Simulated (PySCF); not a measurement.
# ZnF−: bond curves at several levels of theory

What are the lowest state that PBE0 finds, the bond length, vibrational wavenumber and bond energy of ZnF−, and how much do these hang on the method?

Method: Zn def2-TZVPPD, F def2-TZVPPD, no relativity; program: PySCF 2.14.0.

1 further run of the same task is left out (set aside as unsound or not needed).

### 1 The job

Settings of the job:

```json
{
 "atoms": "Zn, F",
 "charge": "-1",
 "basis": "Zn def2-TZVPPD, F def2-TZVPPD",
 "Hamiltonian": "no relativity",
 "basis functions": "107",
 "electrons treated": "40",
 "masses in u": "63.9291, 18.9984",
 "levels": "PBE0, PBE, r²SCAN, BHandHLYP, M06-2X, B2PLYP, revPBE, B3LYP, HSE06, HF, MP2, SCS-MP2, CCSD, CCSD(T)",
 "grid": "80 radial by 434 angular points",
 "occupations": "held fixed by the projection of orbital angular momentum",
 "dissociation limit": "Zn + F−, each in its ground configuration",
 "starting distance in angstrom": "1.905",
 "values of 2S to try": "0, 2"
}
```

Started as:

```console
$ OMP_NUM_THREADS=2 python dia.py task.json out
```

The runs that follow: PBE0 along the bond; PBE (GGA); r²SCAN (meta-GGA); BHandHLYP; M06-2X; B2PLYP (double hybrid); revPBE (GGA); B3LYP (global hybrid GGA); HSE06 (range-separated hybrid); RHF (mean field); MP2 and coupled cluster.

What does the calculation give? Wanted: for each run, Re; ωe; De; μ.

As calculated:

Lowest PBE0 solution found, without spin–orbit coupling: ¹Σ⁺ (singlet), closed shell.

| level | Re (Å) | ωe (cm⁻¹) | De (eV) | μ (D) |
| --- | --- | --- | --- | --- |
| RHF | 1.914 | 429 | 1.64 | 0.31 |
| RHF-MP2 | 1.938 | 390 | 1.45 | n/a |
| RHF-SCS-MP2 | 1.946 | 387 | 1.43 | n/a |
| RHF-CCSD | 1.932 | 403 | 1.53 | n/a |
| RHF-CCSD(T) | 1.936 | 398 | 1.54 | n/a |
| PBE | 1.971 | 368 | 1.45 | -0.77 |
| revPBE | 1.994 | 350 | 1.30 | -0.83 |
| r²SCAN | 1.924 | 412 | 1.72 | -0.27 |
| B3LYP | 1.964 | 376 | 1.38 | -0.84 |
| PBE0 | 1.937 | 398 | 1.56 | -0.44 |
| HSE06 | 1.938 | 397 | 1.56 | -0.52 |
| BHandHLYP | 1.929 | 408 | 1.53 | -0.47 |
| M06-2X | 1.936 | 420 | 1.64 | -0.24 |
| B2PLYP | 1.951 | 385 | 1.44 | -0.52 |

De is counted to Zn + F− in their ground configurations. A positive dipole points from Zn to F; in an ion it is taken about the centre of mass and does not tell which atom is negative.

Differences from CCSD(T) in the same basis:

| level | Re (mÅ) | ωe (%) |
| --- | --- | --- |
| RHF | -22 | +7.7 |
| RHF-MP2 | +2 | -2.1 |
| RHF-SCS-MP2 | +9 | -2.8 |
| RHF-CCSD | -4 | +1.2 |
| PBE | +35 | -7.6 |
| revPBE | +57 | -12.0 |
| r²SCAN | -12 | +3.5 |
| B3LYP | +27 | -5.7 |
| PBE0 | +1 | -0.2 |
| HSE06 | +2 | -0.2 |
| BHandHLYP | -7 | +2.3 |
| M06-2X | 0 | +5.5 |
| B2PLYP | +14 | -3.3 |

In words: Against CCSD(T) in the same basis, the bond length is nearest at M06-2X (0 mÅ) and farthest at revPBE (+57 mÅ); the wavenumber is nearest at PBE0 and HSE06 (-0.2 %) and farthest at revPBE (-12.0 %). Hartree–Fock makes the bond too short and too stiff against this reference, as it mostly does. PBE gives a bond that is too long and too soft, as GGAs tend to. Of the levels with a De here, revPBE gives the least (1.30 eV) and r²SCAN the most (1.72 eV).

Correlated steps freeze 6 core orbitals. B2PLYP dipoles, levels and charges come from its SCF part alone. With some functionals the highest level of the anion is positive, from self-interaction error or because the anion is truly unbound there; the finite basis then holds the extra electron, and no neutral molecule was run to test the binding.
